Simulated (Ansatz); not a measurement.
# C2H5GaS: one species, many methods

An exercise on one series of results from a longer session: the logs are not shown, and one member is left open.

Method: functionals in def2-TZVPP, the program's frozen cores in correlated methods; program: Ansatz 0.2.0, Gaussian basis.

The runs, in order: LDA (SPW92), PBE-D4, revPBE-D4, BLYP-D4, r2SCAN-D4, B97M-V, PBE0-D4, B3LYP-D4, r2SCANh-D4, r2SCAN0-D4, HSE06-D4, BHLYP-D4, CAM-B3LYP-D4, LC-ωPBE, ωB97X-V, ωB97M-V, B2PLYP, PBE-QIDH; CCSD(T)/def2-SVP; CCSD(T)/def2-TZVPP; MP2/def2-QZVPP; extrapolation to the limit; RPA on PBE.

## Structure used throughout

All runs share one geometry, relaxed beforehand with PBE0-D4 in a triple-zeta def2 set.

SMILES `[CH3][Ga]1[CH2][S]1`, 9 atoms, charge 0, spin multiplicity 1.

Atoms are counted from 1 here; the program's logs count them from 0.

Bond lengths: C1–Ga2 1.935 Å, C1–H5 1.091 Å, C1–H6 1.089 Å, C1–H7 1.091 Å, Ga2–C3 1.932 Å, Ga2–S4 2.176 Å, C3–S4 1.887 Å, C3–H8 1.086 Å, C3–H9 1.086 Å. Angles: Ga2–C1–H5 109.1°, Ga2–C1–H6 111.5°, Ga2–C1–H7 109.1°, H5–C1–H6 109.4°, H5–C1–H7 108.2°, H6–C1–H7 109.5°, C1–Ga2–C3 163.4°, C1–Ga2–S4 142.3°, C3–Ga2–S4 54.3°, Ga2–C3–S4 69.4°, Ga2–C3–H8 120.6°, Ga2–C3–H9 120.7°, S4–C3–H8 112.8°, S4–C3–H9 112.8°, H8–C3–H9 112.4°, Ga2–S4–C3 56.2°.

The first run:

in.yaml reads:

```yaml
crystal:
  periodic: [false, false, false]
  atoms:
    - {symbol: C, position_ang: [-0.786556, 1.664263, 0.305287]}
    - {symbol: Ga, position_ang: [-0.082547, -0.111648, -0.003308]}
    - {symbol: C, position_ang: [1.101038, -1.600678, -0.340568]}
    - {symbol: S, position_ang: [-0.681846, -2.196319, -0.171801]}
    - {symbol: H, position_ang: [-1.269810, 1.690832, 1.283218]}
    - {symbol: H, position_ang: [-0.000437, 2.417298, 0.269583]}
    - {symbol: H, position_ang: [-1.538264, 1.887333, -0.453333]}
    - {symbol: H, position_ang: [1.509708, -1.769293, -1.332616]}
    - {symbol: H, position_ang: [1.748715, -1.981788, 0.443548]}
basis:
  gaussian: {orbitals: def2-TZVPP}
hamiltonian: {xc: lda}
output: {orbitals: {seedname: orbitals}}
```

The run is started by

```bash
$ ansatz run in.yaml --threads 2 --pin off --events-out ev --progress --plain --max-ram 4352MiB
```

Among the steps run: LDA; PBE-D4 (GGA); revPBE-D4 (GGA); BLYP-D4 (GGA); r2SCAN-D4 (meta-GGA); B97M-V (meta-GGA); PBE0-D4 (hybrid); B3LYP-D4 (hybrid); r2SCANh-D4 (hybrid); r2SCAN0-D4 (hybrid); HSE06-D4 (hybrid); BHLYP-D4 (hybrid); CAM-B3LYP-D4 (range-separated); LC-ωPBE (range-separated); ωB97X-V (range-separated); ωB97M-V (range-separated); B2PLYP (double hybrid); PBE-QIDH (double hybrid).

One of the session's tables, all rows but one given; the rest of the session is left out.

It belongs to the step «Orbital energies across the functionals». 

| functional | HOMO (eV) | gap (eV) |
| --- | --- | --- |
| LDA (SPW92) | ? | ? |
| PBE-D4 | -5.36 | 3.68 |
| revPBE-D4 | -5.29 | 3.74 |
| BLYP-D4 | -5.20 | 3.60 |
| r2SCAN-D4 | -5.58 | 4.14 |
| B97M-V | -5.56 | 3.99 |
| PBE0-D4 | -6.42 | 5.52 |
| B3LYP-D4 | -6.21 | 5.05 |
| r2SCANh-D4 | -5.97 | 4.80 |
| r2SCAN0-D4 | -6.57 | 5.80 |
| HSE06-D4 | -6.03 | 4.75 |
| BHLYP-D4 | -7.35 | 7.20 |
| CAM-B3LYP-D4 | -7.67 | 7.66 |
| LC-ωPBE | -8.98 | 10.11 |
| ωB97X-V | -8.64 | 9.63 |
| ωB97M-V | -8.51 | 9.29 |

**Question.** Estimate the row for LDA (SPW92).

The run gave: HOMO (eV): -5.53; gap (eV): 3.59. In the column «HOMO (eV)» it lies between B97M-V (-5.56) and PBE-D4 (-5.36).
